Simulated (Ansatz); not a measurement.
# Alloy of SrTiO3 and SrZrO3 (6 of 8 Ti sites exchanged), 40 atoms

Aim: relax the alloy cell and compare the gap by PBEsol and r²SCAN.

Program: Ansatz 0.2.0, PAW, plane waves. These are calculated values, not measurements.

### Step 1. Starting point

40 atoms (8 Sr, 6 Zr, 2 Ti, 24 O); a = 8.141 Å, b = 8.141 Å, c = 8.141 Å, α = 90.00°, β = 90.00°, γ = 90.00°. All atoms were shaken off their sites by about 0.02 Å along each axis.

Steps to follow: (2) PBEsol cell relaxation at the single k point (¼, ¼, ¼), on 1 × NVIDIA H100 80GB HBM3 with 2 threads of AMD EPYC 7R13; (3) r²SCAN single point at the single k point (¼, ¼, ¼), on 2 threads of AMD EPYC 7R13.

### Step 2. PBEsol relaxation of the cell and the positions

File in.yaml:

```yaml
crystal:
  lattice:
    - [8.140705, 0.000000, 0.000000]
    - [0.000000, 8.140705, 0.000000]
    - [0.000000, 0.000000, 8.140705]
  atoms:
    - { symbol: Sr, position: [0.004975, 0.000866, 0.994225] }
    - { symbol: Sr, position: [0.000911, 0.000194, 0.499530] }
    - { symbol: Sr, position: [0.994563, 0.503836, 0.999310] }
    - { symbol: Sr, position: [0.994796, 0.503732, 0.502125] }
    - { symbol: Sr, position: [0.497221, 0.999971, 0.000294] }
    - { symbol: Sr, position: [0.502874, 0.996859, 0.499149] }
    - { symbol: Sr, position: [0.499911, 0.499306, 0.001268] }
    - { symbol: Sr, position: [0.496579, 0.505368, 0.499184] }
    - { symbol: Zr, position: [0.244372, 0.247344, 0.252947] }
    - { symbol: Zr, position: [0.247345, 0.249914, 0.749290] }
    - { symbol: Zr, position: [0.251389, 0.752119, 0.751834] }
    - { symbol: Zr, position: [0.751501, 0.248170, 0.748388] }
    - { symbol: Zr, position: [0.749157, 0.750583, 0.251271] }
    - { symbol: Zr, position: [0.748185, 0.745999, 0.749725] }
    - { symbol: Ti, position: [0.247817, 0.749742, 0.250409] }
    - { symbol: Ti, position: [0.752086, 0.248603, 0.253900] }
    - { symbol: O, position: [0.245349, 0.251496, 0.999647] }
    - { symbol: O, position: [0.249923, 0.245996, 0.502646] }
    - { symbol: O, position: [0.249970, 0.752433, 0.996873] }
    - { symbol: O, position: [0.250831, 0.750405, 0.499977] }
    - { symbol: O, position: [0.746009, 0.245219, 0.002393] }
    - { symbol: O, position: [0.748534, 0.252853, 0.503536] }
    - { symbol: O, position: [0.751092, 0.749707, 0.000573] }
    - { symbol: O, position: [0.754423, 0.748266, 0.498128] }
    - { symbol: O, position: [0.998983, 0.252301, 0.243147] }
    - { symbol: O, position: [0.999365, 0.250269, 0.751769] }
    - { symbol: O, position: [0.000578, 0.752087, 0.251280] }
    - { symbol: O, position: [0.000601, 0.749316, 0.749746] }
    - { symbol: O, position: [0.505446, 0.249440, 0.249809] }
    - { symbol: O, position: [0.503423, 0.248518, 0.745950] }
    - { symbol: O, position: [0.499994, 0.743952, 0.255320] }
    - { symbol: O, position: [0.498797, 0.751661, 0.748191] }
    - { symbol: O, position: [0.254151, 0.998346, 0.250041] }
    - { symbol: O, position: [0.253119, 0.999966, 0.751570] }
    - { symbol: O, position: [0.252024, 0.498333, 0.248215] }
    - { symbol: O, position: [0.248621, 0.497162, 0.750482] }
    - { symbol: O, position: [0.753446, 0.997571, 0.250957] }
    - { symbol: O, position: [0.750229, 0.001539, 0.751007] }
    - { symbol: O, position: [0.749563, 0.500734, 0.252739] }
    - { symbol: O, position: [0.750836, 0.498111, 0.748078] }
  symmetry: { detect: false }
kpoints:
  mp_grid: { grid: [1, 1, 1], shift: [0.25, 0.25, 0.25] }
hamiltonian:
  xc: pbesol
scf:
  occupations: { method: fermi_dirac, width: 0.01 }
relax:
  f_tol: 0.03
  max_steps: 80
  escape_saddle: false
  adjacent_minimum: "off"
  cell: { fix: [shape] }
output:
  forces: true
  eigenvalues: true
  populations: true
```

The run is started by

```console
$ ansatz run in.yaml --threads 2 --pin off --max-ram 20900MiB --runs-dir r --events-out ev --progress --plain --backend cuda --devices 0, --max-vram 18GiB
```

The runs that follow: r²SCAN single point.

Before running it: what results should come out? Wanted: for each run, top filled to lowest empty.

The runs gave:

```
             level                  time  top filled to lowest empty (eV)
PBEsol, relaxation            47 s (GPU)                             3.28
            r²SCAN  39 s (2 CPU threads)                             3.70
```

| quantity | value |
| --- | --- |
| relaxation | 11 recorded steps, 2.83 eV gained |
| largest shift | 0.50 Å (O38) |
| relaxed cell | a = 8.079 Å, b = 8.079 Å, c = 8.079 Å, α = 90.00°, β = 90.00°, γ = 90.00° |
| mean bonds | O–Sr 2.740, O–Ti 1.982, O–Zr 2.084 Å |

**Reading.** The relaxation lowers the energy by 2.83 eV; the largest shift is 0.50 Å (O38), while the volume changes by -2.2 %. The mean lengths of the listed bonds run from O–Ti 1.98 Å to O–Sr 2.74 Å. With one k point the spacing samples only the states that fold onto it, so it can exceed the gap over the zone.
